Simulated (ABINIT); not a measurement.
Runs of ABINIT 10.8.3 (patched build) on Ga3Se. It takes space group Pm-3m (No. 221, cubic). Conventional cell: a = 4.432 Å, b = 4.432 Å, c = 4.432 Å, α = 90.00°, β = 90.00°, γ = 90.00°. Around Se (site symmetry m-3m) lie 12 Ga at 3.13 Å. Ga (site symmetry 4/mmm) has 4 Se at 3.13 Å and 8 Ga at 3.13 Å as nearest neighbours. The cell comes from a database or a generator and needn't be the stable form of this composition.

```csv
level,potentials or basis,cutoff (eV),fine-grid cutoff,gap on the mesh (eV),pressure (GPa)
r2SCAN,JTH PAW PBE v2.0,544,1088.46 eV,none,(a)
PBEsol,PseudoDojo NC SR PBEsol v0.4.1 standard,1170,-,none,-3.6
LDA,JTH PAW LDA v2.0,463,925.187 eV,none,-5.1
PBE,JTH PAW PBE v2.0,463,925.187 eV,none,-0.7
```

Alike in all rows: task band structure; no spin polarisation; cell as given; k mesh 6 × 6 × 6; smearing fermi-dirac 0.05 eV.

**Question.** Fill in the values left out.

**Answer.** (a) -1.6.

Caveats: the PAW data sets were made with another functional, which shifts forces and pressure a little (some runs).

A k mesh can miss the band edges, and the runs leave out spin-orbit coupling on Ga, Se.

A gap of «none» marks a metal or a gap under the smearing width.

The runs don't all hold the same shells in valence.
